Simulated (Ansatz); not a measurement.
# SrVO3: the cost of one run

Program: Ansatz 0.2.0. Level of theory: DFT PBE, scalar-relativistic, plane waves, PAW. These are calculated values, not measurements.

### Step 1. Starting point

Symmetry: Pm-3m, No. 221, cubic system. The conventional cell has a = 3.858 Å, b = 3.858 Å, c = 3.858 Å, α = 90.00°, β = 90.00°, γ = 90.00°. Around Sr (site symmetry m-3m) lie 12 O at 2.73 Å. Around V (site symmetry m-3m) lie 6 O at 1.93 Å. O (site symmetry 4/mmm) has 2 V at 1.93 Å and 4 Sr at 2.73 Å as nearest neighbours.

Coordinates:

```cif
data_structure
_symmetry_space_group_name_H-M 'Pm-3m'
_symmetry_Int_Tables_number 221
_cell_length_a 3.8580
_cell_length_b 3.8580
_cell_length_c 3.8580
_cell_angle_alpha 90.000
_cell_angle_beta 90.000
_cell_angle_gamma 90.000
_cell_volume 57.42
loop_
_atom_site_label
_atom_site_type_symbol
_atom_site_symmetry_multiplicity
_atom_site_Wyckoff_symbol
_atom_site_fract_x
_atom_site_fract_y
_atom_site_fract_z
_atom_site_occupancy
Sr1 Sr 1 b 0.50000 0.50000 0.50000 1
V1 V 1 a 0.00000 0.00000 0.00000 1
O1 O 3 d 0.50000 0.00000 0.00000 1
```

This cell comes from an earlier session at PBE: 11.484 Å³/atom at 0.00 GPa, on a 8×8×8 mesh.

### Step 2. Ferromagnetic, larger cell

Contents of input.yaml:

```yaml
crystal:
  lattice:
    - [0.0, 3.857976222, 3.857976222]
    - [3.857976222, 0.0, 3.857976222]
    - [3.857976222, 3.857976222, 0.0]
  atoms:
    - { symbol: Sr, position: [0.25, 0.25, 0.25] }
    - { symbol: V, position: [0.0, 0.0, 0.0], spin: 1.0 }
    - { symbol: O, position: [-0.25, 0.25, 0.25] }
    - { symbol: O, position: [0.25, -0.25, 0.25] }
    - { symbol: O, position: [0.25, 0.25, -0.25] }
    - { symbol: Sr, position: [0.75, 0.75, 0.75] }
    - { symbol: V, position: [0.5, 0.5, 0.5], spin: 1.0 }
    - { symbol: O, position: [0.25, 0.75, 0.75] }
    - { symbol: O, position: [0.75, 0.25, 0.75] }
    - { symbol: O, position: [0.75, 0.75, 0.25] }
basis:
  ecutwfc: 420
  ecutrho_ratio: 4
kpoints:
  mp_grid: { grid: [6, 6, 6] }
hamiltonian:
  xc: pbe
scf:
  occupations: { method: gaussian, width: 0.05 }
  lower_state_search: "off"
output:
  forces: true
  stress: true
  eigenvalues: true
  populations: true
magnetization:
  spin_polarized: true
```

The run is started by

```
ansatz run input.yaml --threads 4 --pin off --max-ram 10240MiB --backend cpu --events-out ev --progress --plain --runs-dir out
```

Q: Estimate wall time and peak memory on 4 threads of Intel Xeon at 2.70GHz, shared host.

About 50 s, with a peak of 0.9 GiB.
